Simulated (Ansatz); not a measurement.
# TiRh: a line through an energy map

How does the energy of TiRh (P4/mmm, No. 123; 2 atoms in the cell) vary with lattice constant a (and b), at lattice constant c = 3.300 Å?

Method: DFT r2SCAN, scalar-relativistic, plane waves, PAW, in Ansatz 0.2.0.

1 further run of the same task is left out (set aside as unsound or not needed).

## Step 1: The system as given

It takes space group P4/mmm (No. 123, tetragonal). The conventional cell has a = 2.949 Å, b = 2.949 Å, c = 3.384 Å, α = 90.00°, β = 90.00°, γ = 90.00°. Ti (site symmetry 4/mmm) has 8 Rh at 2.69 Å and 4 Ti at 2.95 Å as nearest neighbours. Rh (site symmetry 4/mmm) has 8 Ti at 2.69 Å and 4 Rh at 2.95 Å as nearest neighbours.

As a file:

```cif
data_structure
_symmetry_space_group_name_H-M 'P 1'
_symmetry_Int_Tables_number 1
_cell_length_a 2.9490
_cell_length_b 2.9490
_cell_length_c 3.3843
_cell_angle_alpha 90.000
_cell_angle_beta 90.000
_cell_angle_gamma 90.000
_cell_volume 29.43
loop_
_atom_site_label
_atom_site_type_symbol
_atom_site_fract_x
_atom_site_fract_y
_atom_site_fract_z
_atom_site_occupancy
Ti1 Ti 0.50000 0.50000 0.50000 1
Rh1 Rh 0.00000 0.00000 0.00000 1
```

It is the result of an earlier relaxation at this level (volume 14.72 Å³/atom; gap on the mesh: none (metal)).

## Step 2: Plan of the line

The energy is mapped over the lattice constants a and c of the conventional cell.

The axes are (1) lattice constant a (and b): 5 values from 2.801 to 3.096 Å; (2) lattice constant c: 5 values from 3.215 to 3.554 Å.

Nothing else is relaxed (symmetry fixes all fractional coordinates). Energies count from the relaxed crystal. Points are written as (first, second).

## Step 3: The run at (2.801 Å, 3.300 Å)

input.yaml

```yaml
crystal:
  lattice:
    - [2.8015, 0.0, 0.0]
    - [0.0, 2.8015, 0.0]
    - [0.0, 0.0, 3.2997]
  atoms:
    - { symbol: Ti, position: [0.5, 0.5, 0.5] }
    - { symbol: Rh, position: [0.0, 0.0, 0.0] }
basis:
  ecutwfc: 520.0
kpoints:
  mp_grid: { grid: [16, 16, 14] }
hamiltonian:
  xc: r2scan
scf:
  occupations: { method: methfessel_paxton, width: 0.2 }
output:
  forces: true
  stress: true
  eigenvalues: true
```

Launch:

```sh
$ ansatz run input.yaml --threads 1 --pin off --max-ram 2048MiB --backend cpu --events-out ev --progress --plain --runs-dir out
```

Further runs follow: the other points of the line.

Before running it: what results should come out? Wanted: for each run, lattice constant a; energy; slope; pressure.

As calculated:

| lattice constant a (and b) (Å) | step | energy (meV/atom) | slope (meV/atom per Å) | pressure (GPa) |
| --- | --- | --- | --- | --- |
| 2.801 | 3 | 172 | −2052 | 34.6 |
| 2.875 | 4 | 58 | −1084 | 18.4 |
| 2.949 | 5 | 8 | −284 | 5.5 |
| 3.023 | 6 | 12 | 346 | −4.5 |
| 3.096 | 7 | 56 | 852 | −12.3 |

Energies count from the relaxed crystal. Slopes come from the forces (and the stress, where the cell changes), not from differences of energies.

The lowest point of the line is at 2.949 Å, 8 meV/atom from the zero. A fit to energies and slopes at the lowest point and its two neighbours puts the minimum at 2.9799 Å, with a curvature of about 8600 meV/atom per Å². The highest point computed, at 2.801 Å, lies 164 meV/atom above the lowest. This is one cut through a surface in two coordinates; the map's lowest point lies off it.
